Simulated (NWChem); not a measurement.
# C3H10Si (trimethylsilane): HF/3-21G, part 1 of 2

Aim: the adiabatic ionisation energy of C3H10Si (trimethylsilane) at HF/3-21G, from 2 runs. 

The calculation is run with NWChem 7.3.0.

5 further runs of the same task are left out: 5 set aside as unsound or not needed. Runs told in other sessions of the task aren't counted.

**1. The system as given**

C3H10Si: 14 atoms, total charge 0, spin state singlet. SMILES: `C[SiH](C)C`. The coordinates come from a PBE0-D4/def2-TZVP relaxation. The run starts from this shape.

Bond lengths: C1–Si2 1.874 Å, Si2–C3 1.874 Å, Si2–C4 1.874 Å, C1–H5 1.093 Å, C1–H6 1.093 Å, C1–H7 1.094 Å, Si2–H8 1.494 Å, C3–H9 1.094 Å, C3–H10 1.093 Å, C3–H11 1.093 Å, C4–H12 1.093 Å, C4–H13 1.094 Å, C4–H14 1.093 Å. Some angles: C1–Si2–C3 110.3°, C1–Si2–C4 110.3°, C3–Si2–C4 110.3°, C1–Si2–H8 108.6°, C3–Si2–H8 108.6°, C4–Si2–H8 108.6°, Si2–C1–H5 111.1°, Si2–C1–H6 111.1°, Si2–C1–H7 110.9°, Si2–C3–H9 110.9°.

**2. A geometry optimisation at HF/3-21G**

The input, geom.nw:

```
start geom
memory total 2200 mb

geometry units au
  C  -1.80808996  2.04581750 -1.96229161
  Si -0.64023921 -0.02759000  0.65932544
  C   2.34212656  1.29276164  2.03674682
  C  -0.09694295 -3.31968188 -0.52458797
  H  -3.56799190  1.31751705 -2.76070090
  H  -2.16543717  3.96596822 -1.29087192
  H  -0.41876331  2.15674443 -3.48824545
  H  -2.60687719 -0.11206076  2.68416699
  H   3.83425431  1.38611411  0.61000359
  H   3.02696331  0.11999761  3.59274731
  H   2.04430572  3.20138503  2.76712596
  H  -1.83076667 -4.12716186 -1.30353308
  H   1.33584740 -3.33971298 -2.01388113
  H   0.55161106 -4.56009811  0.99399594
end

basis spherical bse
  * library 3-21G
end

scf
  thresh 1e-07
  maxiter 80
  print low
end

driver
  maxiter 60
end

freq
  temp 2 298.15 573.15
end

task scf optimize
task scf frequencies
```

The run is started by

```
$ nwchem geom.nw > geom.out
```

Output:

```text
Northwest Computational Chemistry Package (NWChem) 7.3.0
             --------------------------------------------------------

           Job information
           ---------------

    nwchem branch   = 7.3.0
    use scalapack   = T
    input           = geom.nw
    prefix          = geom.
    data base       = ./geom.db
    status          = startup
    nproc           =        1

           Memory information
           ------------------

    heap     =     72089600 doubles =      550.0 Mbytes
    stack    =     72089597 doubles =      550.0 Mbytes
    global   =    144179200 doubles =     1100.0 Mbytes (distinct from heap & stack)
    total    =    288358397 doubles =     2200.0 Mbytes
    verify   = yes
    hardfail = no

           Directory information
           ---------------------

  0 permanent = .
  0 scratch   = .

                                NWChem Input Module
                                -------------------

 C3  symmetry detected

          ------
          auto-z
          ------
  no constraints, skipping    0.0000000000000000
  no constraints, skipping    0.0000000000000000

                             Geometry "geometry" -> ""
                             -------------------------

 Output coordinates in a.u. (scale by  1.000000000 to convert to a.u.)

  No.       Tag          Charge          X              Y              Z
 ---- ---------------- ---------- -------------- -------------- --------------
    1 C                    6.0000     0.04921476    -3.35542066     0.41910043
    2 Si                  14.0000     0.00000000     0.00000000    -0.70958237
    3 C                    6.0000     2.88127216     1.72033156     0.41910043
[... 10 lines of this table left out ...]
   14 H                    1.0000    -3.00205733     3.58578307    -0.25531073

      Atomic Mass
      -----------

      C                 12.000000
      Si                27.976930
      H                  1.007825

 Effective nuclear repulsion energy (a.u.)     175.3326332908

            Nuclear Dipole moment (a.u.)
            ----------------------------
        X                 Y               Z
 ---------------- ---------------- ----------------
    -0.0000000000    -0.0000000000    -0.0000000000

      Symmetry information
      --------------------

 Group name             C3
 Group number              5
 Group order               3
 No. of unique centers     6

      Symmetry unique atoms

     1    2    5    6    7    8

                                Z-matrix (autoz)
                                --------

 Units are Angstrom for bonds and degrees for angles

      Type          Name      I     J     K     L     M      Value
      ----------- --------  ----- ----- ----- ----- ----- ----------
    1 Stretch                  1     2                       1.87356
    2 Stretch                  1     5                       1.09287
    3 Stretch                  1     6                       1.09289
    4 Stretch                  1     7                       1.09362
    5 Stretch                  2     3                       1.87356
    6 Stretch                  2     4                       1.87356
    7 Stretch                  2     8                       1.49438
    8 Stretch                  3     9                       1.09362
    9 Stretch                  3    10                       1.09289
   10 Stretch                  3    11                       1.09287
   11 Stretch                  4    12                       1.09289
   12 Stretch                  4    13                       1.09362
   13 Stretch                  4    14                       1.09287
   14 Bend                     1     2     3               110.33804
   15 Bend                     1     2     4               110.33804
   16 Bend                     1     2     8               108.58984
   17 Bend                     2     1     5               111.14889
   18 Bend                     2     1     6               111.14808
   19 Bend                     2     1     7               110.88008
   20 Bend                     2     3     9               110.88008
   21 Bend                     2     3    10               111.14808
   22 Bend                     2     3    11               111.14889
   23 Bend                     2     4    12               111.14808
   24 Bend                     2     4    13               110.88008
   25 Bend                     2     4    14               111.14889
   26 Bend                     3     2     4               110.33804
   27 Bend                     3     2     8               108.58984
   28 Bend                     4     2     8               108.58984
   29 Bend                     5     1     6               107.82656
   30 Bend                     5     1     7               107.84288
   31 Bend                     6     1     7               107.84388
   32 Bend                     9     3    10               107.84388
[... 217 lines left out ...]
       Final RHF  results
[... 5 lines left out ...]
 Nuclear repulsion energy =    175.332633290847
[... 64 lines left out ...]
         Total SCF energy =   -406.205347109771
[... 7 lines left out ...]
     step= 1.00 grad=-3.0D-03 hess= 1.0D-03 energy=   -406.205347 mode=downhill
[... 76 lines left out ...]
         Total SCF energy =   -406.205566775112
[... 22 lines left out ...]
@    1    -406.20556678 -2.2D-03  0.00346  0.00126  0.03639  0.07669      4.4
[... 46 lines left out ...]
      Two-electron energy =    322.095763477037
[... 42 lines left out ...]
            Nuclear Dipole moment (a.u.)
[... 41 lines left out ...]
      Two-electron energy =    321.926349892822
[... 66 lines left out ...]
         Total SCF energy =   -406.205835653361
[... 7 lines left out ...]
     step= 1.00 grad=-1.6D-05 hess= 6.3D-06 energy=   -406.205836 mode=downhill
[... 76 lines left out ...]
         Total SCF energy =   -406.205836195503
[... 22 lines left out ...]
@    3    -406.20583620 -1.1D-05  0.00010  0.00002  0.00173  0.00381      9.0
[... 42 lines left out ...]
      Two-electron energy =    321.951914699370
[... 37 lines left out ...]
            Nuclear Dipole moment (a.u.)
[... 69 lines left out ...]
      Optimization converged
[... 153 lines left out ...]
       Final RHF  results
[... 5 lines left out ...]
 Nuclear repulsion energy =    172.660110095151
[... 47 lines left out ...]
 Derivative Dipole
[... 4 lines left out ...]
 d_dipole_x/<atom=   1,z> =    -0.0007     [   -0.0035]
[... 3 lines left out ...]
 d_dipole_x/<atom=   3,x> =    -0.4832     [   -2.3210]
[... 3 lines left out ...]
 d_dipole_x/<atom=   4,y> =     0.0610     [    0.2929]
[... 3 lines left out ...]
 d_dipole_x/<atom=   5,z> =    -0.0383     [   -0.1839]
[... 3 lines left out ...]
 d_dipole_x/<atom=   7,x> =     0.0988     [    0.4747]
[... 3 lines left out ...]
 d_dipole_x/<atom=   8,y> =    -0.0000     [   -0.0000]
[... 3 lines left out ...]
 d_dipole_x/<atom=   9,z> =    -0.0257     [   -0.1233]
[... 3 lines left out ...]
 d_dipole_x/<atom=  11,x> =    -0.1046     [   -0.5026]
[... 3 lines left out ...]
 d_dipole_x/<atom=  12,y> =    -0.0717     [   -0.3442]
[... 3 lines left out ...]
 d_dipole_x/<atom=  13,z> =     0.0260     [    0.1250]
[... 4 lines left out ...]
 Y vector of derivative dipole (au) [debye/angstrom]
[... 3 lines left out ...]
 d_dipole_y/<atom=   2,x> =     0.0000     [    0.0000]
[... 3 lines left out ...]
 d_dipole_y/<atom=   3,y> =    -0.4152     [   -1.9944]
[... 3 lines left out ...]
 d_dipole_y/<atom=   4,z> =    -0.0231     [   -0.1107]
[... 3 lines left out ...]
 d_dipole_y/<atom=   6,x> =     0.1038     [    0.4988]
[... 3 lines left out ...]
 d_dipole_y/<atom=   7,y> =     0.0942     [    0.4525]
[... 3 lines left out ...]
 d_dipole_y/<atom=   8,z> =    -0.0000     [   -0.0000]
[... 3 lines left out ...]
 d_dipole_y/<atom=  10,x> =    -0.0438     [   -0.2105]
[... 3 lines left out ...]
 d_dipole_y/<atom=  11,y> =     0.0754     [    0.3623]
[... 3 lines left out ...]
 d_dipole_y/<atom=  12,z> =    -0.0209     [   -0.1005]
[... 3 lines left out ...]
 d_dipole_y/<atom=  14,x> =     0.0506     [    0.2428]
[... 4 lines left out ...]
 d_dipole_z/<atom=   1,x> =    -0.0008     [   -0.0040]
[... 3 lines left out ...]
 d_dipole_z/<atom=   2,y> =    -0.0000     [   -0.0000]
[... 3 lines left out ...]
 d_dipole_z/<atom=   3,z> =    -0.3146     [   -1.5110]
[... 3 lines left out ...]
 d_dipole_z/<atom=   5,x> =    -0.0508     [   -0.2439]
[... 3 lines left out ...]
 d_dipole_z/<atom=   6,y> =    -0.0429     [   -0.2062]
[... 3 lines left out ...]
 d_dipole_z/<atom=   7,z> =    -0.1354     [   -0.6503]
[... 3 lines left out ...]
 d_dipole_z/<atom=   9,x> =    -0.0362     [   -0.1740]
[... 3 lines left out ...]
 d_dipole_z/<atom=  10,y> =     0.0665     [    0.3193]
[... 3 lines left out ...]
 d_dipole_z/<atom=  11,z> =     0.0812     [    0.3899]
[... 3 lines left out ...]
 d_dipole_z/<atom=  13,x> =     0.0368     [    0.1767]
[... 3 lines left out ...]
 d_dipole_z/<atom=  14,y> =     0.0662     [    0.3181]
[... 157 lines left out ...]
          MASS-WEIGHTED PROJECTED HESSIAN (Hartree/Bohr/Bohr/Kamu)
[... 29 lines left out ...]
              31           32           33           34           35           36           37           38           39           40
   ----- ----- ----- ----- -----
   31    2.67215D+02
   32   -1.18675D+02  1.15944D+02
   33   -8.76100D+01  4.58990D+01  8.81978D+01
   34   -1.15083D+00 -8.92491D-01 -6.09935D-01  2.60126D+02
[... 7 lines of this table left out ...]
   42   -1.63790D-01 -1.28569D-01 -1.29547D-01  9.41304D-01 -1.29763D+01  3.89255D+00 -1.72111D+00  3.89090D+01 -1.27654D+01  4.05536D+00

              41           42
   ----- ----- ----- ----- -----
   41    3.32172D+02
   42   -9.88219D+01  8.81977D+01

 center of mass
 --------------
 x =  -0.00000000 y =  -0.00000000 z =  -0.03419230

 moments of inertia (a.u.)
 ------------------
         351.903405485010          -0.000000000000          -0.000000000000
          -0.000000000000         351.903405485010           0.000000000000
          -0.000000000000           0.000000000000         598.151363519476

 Rotational Constants
 --------------------
 A=   0.171070 cm-1  (  0.246126 K)
 B=   0.171070 cm-1  (  0.246126 K)
 C=   0.100644 cm-1  (  0.144801 K)

 Temperature                      =   298.15K
 frequency scaling parameter      =   1.0000

 Zero-Point correction to Energy  =   79.874 kcal/mol  (  0.127288 au)
 Thermal correction to Energy     =   84.402 kcal/mol  (  0.134503 au)
 Thermal correction to Enthalpy   =   84.994 kcal/mol  (  0.135447 au)

 Total Entropy                    =   78.735 cal/mol-K
   - Translational                =   38.805 cal/mol-K (mol. weight =  74.0552)
   - Rotational                   =   23.614 cal/mol-K (symmetry #  =        3)
   - Vibrational                  =   16.316 cal/mol-K

 Cv (constant volume heat capacity) =   24.258 cal/mol-K
   - Translational                  =    2.979 cal/mol-K
   - Rotational                     =    2.979 cal/mol-K
   - Vibrational                    =   18.299 cal/mol-K

 Temperature                      =   573.15K
 frequency scaling parameter      =   1.0000

 Zero-Point correction to Energy  =   79.874 kcal/mol  (  0.127288 au)
 Thermal correction to Energy     =   93.202 kcal/mol  (  0.148527 au)
 Thermal correction to Enthalpy   =   94.341 kcal/mol  (  0.150341 au)

 Total Entropy                    =  100.421 cal/mol-K
   - Translational                =   42.051 cal/mol-K (mol. weight =  74.0552)
   - Rotational                   =   25.561 cal/mol-K (symmetry #  =        3)
   - Vibrational                  =   32.810 cal/mol-K

 Cv (constant volume heat capacity) =   38.976 cal/mol-K
   - Translational                  =    2.979 cal/mol-K
   - Rotational                     =    2.979 cal/mol-K
   - Vibrational                    =   33.017 cal/mol-K

          -------------------------------------------------
          NORMAL MODE EIGENVECTORS IN CARTESIAN COORDINATES
          -------------------------------------------------
             (Projected Frequencies expressed in cm-1)

                    1           2           3           4           5           6

 P.Frequency        0.00        0.00        0.00        0.00        0.00        0.00

           1    -0.00188     0.11305     0.01463     0.13868    -0.03678     0.01611
[... 40 lines of this table left out ...]
          42     0.02612    -0.00716     0.26136     0.02874     0.04916    -0.07024

                    7           8           9          10          11          12

 P.Frequency      133.45      148.51      148.52      211.58      211.59      251.50

           1    -0.01044     0.00114    -0.00530     0.14652    -0.01778     0.00093
[... 40 lines of this table left out ...]
          42    -0.27353     0.23300     0.30109    -0.05482     0.00355    -0.15437

                   13          14          15          16          17          18

 P.Frequency      632.19      708.23      708.23      743.32      743.32      813.08

           1     0.00197    -0.01062     0.00099     0.00040     0.03047     0.06329
[... 40 lines of this table left out ...]
          42     0.07365     0.17939     0.10548     0.02871     0.03226    -0.09003

                   19          20          21          22          23          24

 P.Frequency      970.96      970.96     1002.89     1014.15     1014.15     1467.00

           1    -0.00381    -0.08132    -0.00027     0.06123     0.02688     0.00036
[... 40 lines of this table left out ...]
          42    -0.00187    -0.16138    -0.16524    -0.11212     0.07124    -0.02213

                   25          26          27          28          29          30

 P.Frequency     1467.00     1476.86     1624.94     1627.54     1627.55     1636.76

           1     0.00185    -0.00096     0.03740     0.01013    -0.00037     0.04463
[... 40 lines of this table left out ...]
          42     0.19962     0.14734     0.25455     0.24456    -0.24615    -0.32528

                   31          32          33          34          35          36

 P.Frequency     1636.76     1642.90     2218.06     3180.75     3180.75     3181.59

           1    -0.01902    -0.00019    -0.00001     0.00086     0.00041    -0.00037
[... 40 lines of this table left out ...]
          42    -0.15940    -0.23836     0.00370     0.12523    -0.09452    -0.11134

                   37          38          39          40          41          42

 P.Frequency     3247.99     3247.99     3250.51     3251.68     3253.15     3253.15

           1     0.00163    -0.00853    -0.00031     0.05026    -0.07030     0.00310
[... 40 lines of this table left out ...]
          42     0.04774    -0.08443    -0.06619    -0.13298    -0.08868    -0.16453

 ----------------------------------------------------------------------------
 Normal Eigenvalue ||    Projected Derivative Dipole Moments (debye/angs)
  Mode   [cm**-1]  ||      [d/dqX]             [d/dqY]           [d/dqZ]
 ------ ---------- || ------------------ ------------------ -----------------
    1        0.000 ||      -0.006              -0.011            -0.000
    2        0.000 ||       0.002              -0.001             0.000
    3        0.000 ||       0.039              -0.021            -0.000
[... 38 lines of this table left out ...]
   42     3253.149 ||       0.042              -0.724            -0.000
 ----------------------------------------------------------------------------

 ----------------------------------------------------------------------------
 Normal Eigenvalue ||           Projected Infra Red Intensities
  Mode   [cm**-1]  || [atomic units] [(debye/angs)**2] [(KM/mol)] [arbitrary]
 ------ ---------- || -------------- ----------------- ---------- -----------
    1        0.000 ||    0.000007           0.000         0.007       0.002
    2        0.000 ||    0.000000           0.000         0.000       0.000
    3        0.000 ||    0.000083           0.002         0.081       0.030
[... 38 lines of this table left out ...]
   42     3253.149 ||    0.022825           0.527        22.251       8.119
 ----------------------------------------------------------------------------

 vib:animation  F

 Task  times  cpu:        6.2s     wall:        6.2s
 Total times  cpu:       16.1s     wall:       16.1s
```

Wall time 17 s (1 thread of AMD EPYC 7B13 (Zen 3), shared host); peak memory 0.12 GiB.

The path in brief:

```
step  energy from the first frame kept (eV)
   0                                 0.0000
   1                                -0.0591
   2                                -0.0662
   3                                -0.0664
   4                                -0.0665
```

After the run. Bond lengths: C1–Si2 1.918 Å, Si2–C3 1.918 Å, Si2–C4 1.918 Å, C1–H5 1.086 Å, C1–H6 1.086 Å, C1–H7 1.086 Å, Si2–H8 1.497 Å, C3–H9 1.086 Å, C3–H10 1.086 Å, C3–H11 1.086 Å, C4–H12 1.086 Å, C4–H13 1.086 Å, C4–H14 1.086 Å. Some angles: C1–Si2–C3 110.4°, C1–Si2–C4 110.4°, C3–Si2–C4 110.4°, C1–Si2–H8 108.5°, C3–Si2–H8 108.5°, C4–Si2–H8 108.5°, Si2–C1–H5 110.9°, Si2–C1–H6 110.9°, Si2–C1–H7 110.9°, Si2–C3–H9 110.9°.

(Continued in part 2 of 2.)
